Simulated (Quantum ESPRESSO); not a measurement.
## GaGe: zone-centre phonons under several settings

```
Ge Ga
1.0
     0.00000    2.89784    2.89784
     2.89784    0.00000    2.89784
     2.89784    2.89784    0.00000
Ge Ga
1 1
Cartesian
  0.0000 0.0000 0.0000
  1.4489 1.4489 1.4489
```

The cell comes from a database or a generator and needn't be the stable form of this composition.

All runs used Quantum ESPRESSO 7.5; k mesh 8 × 8 × 8; relaxed cell; no spin polarisation.

```csv
level,potentials,cutoff (eV),occupations,volume (Å³/atom),lowest optical mode without the field (cm⁻¹)
PBEsol,PseudoDojo 0.4.1 SR PBEsol standard,1088,"methfessel-paxton, width 0.2 eV",?,?
PBE,JTH 2.0 PBE,735,"cold, width 0.136 eV",24.51,199
LDA,JTH 2.0 LDA,735,"gaussian, width 0.272 eV",22.45,210
```

What stands in the row left open?

Volume 23.23 Å³/atom; lowest optical mode without the field 211 cm⁻¹.
